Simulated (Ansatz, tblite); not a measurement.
# WO2(NH2)2 (H₄N₂O₂W): rung by rung

How do method and basis change the picture of WO2(NH2)2 (H₄N₂O₂W) (singlet)?

The runs use Ansatz 0.2.0, Gaussian basis; as each input shows.

Plan: GFN1-xTB, GFN2-xTB, PBE-D4/def2-TZVP, r2SCAN-D4/def2-TZVP, LC-ωPBE/def2-TZVP, r2SCAN0-D4/def2-TZVP, HF/def2-TZVP, PBE-D4/def2-SVP, PBE0-D4/def2-SVP, CCSD(T)/def2-SVP, MP2/def2-TZVP.

2 further runs of the same task are left out: 2 set aside as unsound or not needed.

## 1. The structure

The geometry is that of the singlet, from an earlier relaxation (PBE-D4/def2-SVP).

9 atoms, charge 0, spin multiplicity 1.

Bond lengths: N1–W5 1.960 Å, N1–H6 1.024 Å, N1–H7 1.024 Å, N2–W5 1.960 Å, N2–H8 1.024 Å, N2–H9 1.024 Å, O3–W5 1.734 Å, O4–W5 1.734 Å. Angles: W5–N1–H6 124.7°, W5–N1–H7 124.4°, H6–N1–H7 110.8°, W5–N2–H8 124.7°, W5–N2–H9 124.4°, H8–N2–H9 110.8°, N1–W5–N2 112.2°, N1–W5–O3 107.6°, N1–W5–O4 107.7°, N2–W5–O3 107.7°, N2–W5–O4 107.6°, O3–W5–O4 114.1°.

W takes a core potential in the def2 sets. No spin-orbit coupling is included.

PBE0-D4/def2-TZVP was run before; its log isn't repeated, and its numbers join the tables.

## 2. GFN1-xTB

Tight binding, by tblite at 300 K electronic temperature and without a spin-polarisation term:

```python
tblite.interface.Calculator('GFN1-xTB', numbers, positions, charge=0, uhf=0).singlepoint()
```

Energy -554.7257 eV, HOMO -10.90 eV, LUMO -6.47 eV; 0.006 s.

## 3. GFN2-xTB

Tight binding, by tblite at 300 K electronic temperature and without a spin-polarisation term:

```python
tblite.interface.Calculator('GFN2-xTB', numbers, positions, charge=0, uhf=0).singlepoint()
```

Energy -503.1119 eV, HOMO -10.64 eV, LUMO -6.28 eV; 0.006 s.

## 4. PBE-D4/def2-TZVP

start.molden holds the orbitals of an earlier run on this state, given as this run's starting guess.

File in.yaml:

```yaml
crystal:
  periodic: [false, false, false]
  atoms:
    - {symbol: N, position_ang: [-0.364946, 1.626404, -0.254058]}
    - {symbol: N, position_ang: [-0.363929, -1.627568, -0.248314]}
    - {symbol: O, position_ang: [0.486482, 0.006491, 2.102560]}
    - {symbol: O, position_ang: [2.138035, -0.002590, -0.293657]}
    - {symbol: W, position_ang: [0.535974, 0.000809, 0.369425]}
    - {symbol: H, position_ang: [-0.136902, 2.123057, -1.120241]}
    - {symbol: H, position_ang: [-1.081131, 2.130838, 0.276610]}
    - {symbol: H, position_ang: [-1.091393, -2.124894, 0.273625]}
    - {symbol: H, position_ang: [-0.122179, -2.132557, -1.105958]}
basis:
  gaussian: {orbitals: def2-TZVP, initial_orbitals: start.molden}
hamiltonian: {xc: pbe, dispersion: d4}
scf: {omitted_lower_state_checks: [starts]}
output: {forces: true, orbitals: {seedname: orbitals}}
```

Run with:

```bash
$ ansatz run in.yaml --threads 2 --pin off --events-out ev --progress --plain --max-ram 4352MiB
```

The runs that follow: r2SCAN-D4/def2-TZVP; LC-ωPBE/def2-TZVP; r2SCAN0-D4/def2-TZVP; HF/def2-TZVP; PBE-D4/def2-SVP; PBE0-D4/def2-SVP; CCSD(T)/def2-SVP; MP2/def2-TZVP.

Q: Predict the results of all the runs planned. Wanted: gap in def2-TZVP, named functionals and Hartree-Fock, smallest and largest; correlation energy, CCSD(T)/def2-SVP; correlation energy, MP2/def2-TZVP; binding an atom, CCSD(T)/def2-SVP; PBE0 total energy, smallest basis above largest.

As calculated:

```
                                                                  quantity                            value
gap in def2-TZVP, named functionals and Hartree-Fock, smallest and largest  4.17 eV (PBE-D4), 13.39 eV (HF)
                                      correlation energy, CCSD(T)/def2-SVP                        -30.82 eV
                                         correlation energy, MP2/def2-TZVP                        -37.07 eV
                                         binding an atom, CCSD(T)/def2-SVP                         4.012 eV
                           PBE0 total energy, smallest basis above largest    9.13 eV (def2-SVP, def2-TZVP)
```

In words: Orbital gaps of the named functionals and Hartree-Fock in def2-TZVP span 4.17 eV (PBE-D4) to 13.39 eV (HF); exact exchange widens it. The yardstick is in a double-zeta basis, so levels in larger sets aren't compared like for like. The reference is CCSD(T) in one finite basis, so it carries an error of its own, often a tenth of an eV or more, and near misses can't be ranked.
